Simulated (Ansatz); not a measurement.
Task: a formation energy from the elements of ScAu3 and its elements, with Ansatz 0.2.0, Python API. Give the script and its output. Level of theory (first run): PBEsol, PAW, cutoff 517 eV, 7×7×7 k-points, cold smearing of 0.05 eV.

`scau3.py`:
```python
'''Is ScAu3 bound against its elements, after relaxing cells and atoms.'''

from collections import Counter
from dataclasses import dataclass
import warnings

import ansatz as az
from ase import Atoms
import numpy as np


@dataclass(frozen=True)
class Settings:
    functional: str = 'pbesol'
    k_spacing: float = 0.27
    occupations: str = 'cold'
    width_ev: float = 0.05


opts = Settings()


def run_phase(name, crystal):
    calc = (
        crystal.calculation()
        .functional(opts.functional)
        .basis(19 * az.Ha)
        .kpoints(spacing=opts.k_spacing)
        .occupations(opts.occupations, width=opts.width_ev)
        .stress()
    )
    calc = calc.relax(force_tolerance=0.02, cell=True)
    return calc.run()


def counts(outcome):
    return Counter(site.symbol for site in outcome.lattice.sites)

def formation_energy(outcome, mu):
    n = counts(outcome)
    return (outcome.report['energy_sigma0_ev'] - sum(k * mu[element] for element, k in n.items())) / sum(n.values())


def volume_per_atom(outcome):
    return abs(np.linalg.det(outcome.lattice.cell_ang)) / len(outcome.lattice.sites)

warnings.simplefilter('ignore', az.DeckWarning)

phases = {}
scau3 = (
    az.Lattice.fcc(6.628981)
    .space_group(225)
    .atom('Sc', (0.0, 0.0, 0.0))
    .atom('Au', (0.25, 0.75, 0.75))
    .atom('Au', (0.5, 0.0, 0.0))
    .primitive()
)
phases['ScAu3'] = scau3
atoms = Atoms(
    ['Sc', 'Sc'],
    scaled_positions=[
        (1 / 3, 2 / 3, 0.25),
        (2 / 3, 1 / 3, 0.75),
    ],
    cell=[
        (3.309, 0.0, 0.0),
        (-1.6545, 2.865678, 0.0),
        (0.0, 0.0, 5.2733),
    ],
    pbc=True,
)
sc = az.Crystal.from_ase(atoms)
phases['Sc'] = sc
au = (
    az.Lattice.fcc(4.07)
    .space_group(225)
    .atom('Au', (0.0, 0.0, 0.0))
    .primitive()
)
phases['Au'] = au

done = {}
for name, crystal in phases.items():
    done[name] = run_phase(name, crystal)
    print(f'{name}: {done[name].report["energy_sigma0_ev"]:.4f} eV, {len(done[name].lattice.sites)} atoms')

# energy of one atom in its reference phase
references = {'Sc': 'Sc', 'Au': 'Au'}
mu = {element: done[name].report['energy_sigma0_ev'] / len(done[name].lattice.sites) for element, name in references.items()}

target = done['ScAu3']
heat = formation_energy(target, mu)
n = counts(target)
print('cell content:', dict(n), ' volume', round(volume_per_atom(target), 3), 'A^3/atom')
print('formation energy', round(heat, 4), 'eV/atom,', round(heat * sum(n.values()), 4), 'eV per cell')
print('bound against the elements' if heat < 0 else 'unbound against the elements')
```

```console
$ python scau3.py
ScAu3: -41135.1252 eV, 4 atoms
Sc: -4222.7361 eV, 2 atoms
Au: -13007.0780 eV, 1 atoms
cell content: {<Element.SC: 'Sc'>: 1, <Element.AU: 'Au'>: 3}  volume 17.624 A^3/atom
formation energy -0.6308 eV/atom, -2.5233 eV per cell
bound against the elements
```

Reading the output:
- Total energies depend on the potentials; only differences at equal settings carry meaning.
- Spin is left out of this run.
- For the metals among these phases the mesh is modest: differences between phases can be off by up to 40 meV an atom.
- Spin-orbit coupling, which matters for elements this heavy, is left out.
- The cells come from databases of deposited and of computed structures, and not all need be stable phases.
- The compound is the structure given, not necessarily its lowest; energies are at zero temperature, with no correction for gases. A semilocal functional's error on such energies is often 0.05 to 0.1 eV an atom, and 0.1 to 0.3 eV against gases such as O2 or F2.
- It ran for 34 s on 1 thread of Arm Neoverse V1 (shared host), peak memory 0.48 GiB.
